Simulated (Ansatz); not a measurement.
Geometry optimisation, Ansatz, DFT PBEsol, scalar-relativistic, plane waves, PAW.

The input (input.yaml):

```yaml
accuracy: low
crystal:
  lattice:
    - [0.0, 5.66, 5.66]
    - [5.66, 0.0, 5.66]
    - [5.66, 5.66, 0.0]
  atoms:
    - { symbol: Ge, position: [0.0, 0.0, 0.0] }
    - { symbol: Ge, position: [0.125, 0.125, 0.125] }
    - { symbol: Ge, position: [0.0, 0.0, 0.5] }
    - { symbol: Ge, position: [0.125, 0.125, 0.625] }
    - { symbol: Ge, position: [0.0, 0.5, 0.0] }
    - { symbol: Ge, position: [0.125, 0.625, 0.125] }
    - { symbol: Ge, position: [0.0, 0.5, 0.5] }
    - { symbol: Ge, position: [0.125, 0.625, 0.625] }
    - { symbol: Ge, position: [0.5, 0.0, 0.0] }
    - { symbol: Ge, position: [0.625, 0.125, 0.125] }
    - { symbol: Ge, position: [0.5, 0.0, 0.5] }
    - { symbol: Ge, position: [0.625, 0.125, 0.625] }
    - { symbol: Ge, position: [0.5, 0.5, 0.0] }
    - { symbol: Ge, position: [0.625, 0.625, 0.125] }
    - { symbol: Ge, position: [0.5, 0.5, 0.5] }
    - { symbol: Ge, position: [0.625, 0.625, 0.625] }
    - { symbol: "N", position: [0.0606976, 0.3115393, 0.3193372] }
basis:
  ecutwfc: 420.0
kpoints:
  mp_grid: { grid: [2, 2, 2] }
hamiltonian:
  xc: pbesol
  pseudopotentials: { kind: paw, azcp: { folder: soft_1 } }
scf:
  occupations: { method: fermi_dirac, width: 0.05 }
  lower_state_search: "off"
relax:
  f_tol: 0.08
  max_steps: 25
  adjacent_minimum: "off"
output:
  write_density: true
  write_potential: true
  elf: true
  volumetric_format: npy
```

Command:

```bash
$ ansatz run input.yaml --threads 2 --pin off --max-ram 5120MiB --backend cpu --events-out ev --progress --plain --runs-dir out
```

**Question.** Where does it end, and by what steps?

**Answer.** The run converged. The force dipped under the threshold on the way, but the program's further checks kept it going. Limits of this set-up: coarse k mesh, odd electron count without spin, PAW files made for another functional, a small cell, in which the defect meets its images, low accuracy level. After 15 steps the energy has fallen by 0.842 eV; N17 moved furthest, 1.10 Å.

| step | energy less start (eV) | largest force component (eV/Å) | accepted |
| --- | --- | --- | --- |
| 0 | 0.0000 | 0.471 | yes |
| 1 | -0.1073 | 0.116 | yes |
| 2 | -0.1278 | 0.140 | yes |
| 3 | -0.1493 | 0.265 | yes |
| 4 | -0.1796 | 0.301 | yes |
| 5 | -0.2407 | 1.034 | yes |
| 6 | -0.4039 | 0.917 | yes |
| 7 | -0.5385 | 0.297 | yes |
| 8 | -0.6789 | 0.409 | yes |
| 9 | -0.7550 | 0.304 | yes |
| 10 | -0.7297 | 0.959 | no |
| 11 | -0.8090 | 0.114 | yes |
| 12 | -0.8281 | 0.141 | yes |
| 13 | -0.8383 | 0.125 | yes |
| 14 | -0.8422 | 0.047 | yes |
| 15 | -0.8422 | 0.047 | yes |

```xyz
17
Lattice="0.0000 5.6600 5.6600 5.6600 0.0000 5.6600 5.6600 5.6600 0.0000" Properties=species:S:1:pos:R:3
Ge 0.071 -0.187 -0.064
Ge 1.422 1.152 1.440
Ge 2.968 2.610 0.245
Ge 4.033 5.018 1.580
Ge 2.770 -0.279 2.898
Ge 4.231 1.154 4.240
Ge 5.416 2.619 2.697
Ge 7.042 3.896 4.289
Ge 0.090 2.729 2.744
Ge 1.526 4.127 4.136
Ge 2.545 6.139 3.114
Ge 4.433 7.111 4.343
Ge 2.918 2.728 5.569
Ge 4.254 4.125 7.067
Ge 5.711 5.468 5.617
Ge 6.974 7.123 6.892
N 3.766 3.218 1.900
```

Whether the end is a true minimum wasn't checked by a vibrational analysis.

The run took 3 min on 2 threads of Arm Neoverse V1, on a shared host, peak memory 1 GiB.
